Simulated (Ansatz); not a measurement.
Wanted: the native input for an Ansatz 0.2.0 run.

* Task: single point
* Functional: PBE
* Potentials or basis: Ansatz PAW
* Cutoff: 420 eV (not typed: the program's choice for these potentials)
* k mesh: 6 × 6 × 1
* Occupations: fermi-dirac, width 0.05 eV
* Spin: no spin polarisation
* Boundary along the surface normal: dipole_correction
* Miller: [0, 1, 2]
* Bulk formula: Sb

The system is Sb, a slab with vacuum.

```
Sb
1.0
     4.30120    0.00000    0.00000
     0.00000    4.49270    0.00000
     0.00000    0.00000   24.51573
Sb
8
Direct
  0.50000 0.02849 0.30593
  0.00000 0.59666 0.31421
  0.00000 0.57020 0.43255
  0.50000 0.13837 0.44083
  0.50000 0.11192 0.55917
  0.00000 0.68009 0.56745
  0.00000 0.65363 0.68579
  0.50000 0.22180 0.69407
```

The cell isn't the ideal one: the (0 1 2) slab of Sb, cut from the database cell, not relaxed.

These files were run (other wordings do the same):

input.yaml

```yaml
crystal:
  lattice:
    - [4.301200664, 0.0, 0.0]
    - [0.0, 4.4926953733, 0.0]
    - [0.0, 0.0, 24.5157280909]
  atoms:
    - { symbol: Sb, position: [0.5, 0.0284878556, 0.3059260558] }
    - { symbol: Sb, position: [0.0, 0.5966576973, 0.3142121086] }
    - { symbol: Sb, position: [0.0, 0.5702030399, 0.4325466677] }
    - { symbol: Sb, position: [0.5, 0.1383728816, 0.4408327205] }
    - { symbol: Sb, position: [0.5, 0.1119182242, 0.5591672795] }
    - { symbol: Sb, position: [0.0, 0.6800880658, 0.5674533323] }
    - { symbol: Sb, position: [0.0, 0.6536334085, 0.6857878914] }
    - { symbol: Sb, position: [0.5, 0.2218032501, 0.6940739442] }
hamiltonian:
  xc: pbe
  pseudopotentials: { kind: paw }
kpoints:
  mp_grid: { grid: [6, 6, 1] }
scf:
  occupations: { method: fermi_dirac, width: 0.05 }
output:
  forces: true
  eigenvalues: true
efield:
  axis: 3
  dipole_correction: true
  ramp_width: 0.04
```

Potentials or basis: Ansatz PAW.

Command:

```console
$ ansatz run input.yaml --threads 4 --pin off --max-ram 11264MiB --backend cpu --events-out ev --progress --plain --runs-dir out
```

Results of the run:

```yaml
Largest_force: 0.979 eV/Å
Band_gap_on_the_k_mesh: none (metal or under the smearing width)
Work_function_of_the_upper_face: 4.41 eV
Work_function_of_the_lower_face: 4.41 eV
Dipole_across_the_slab: 0.000 e·Å
```

Wall time 10 s on 4 threads of Arm Neoverse V2, with other jobs on the host, peak memory 1.1 GiB.
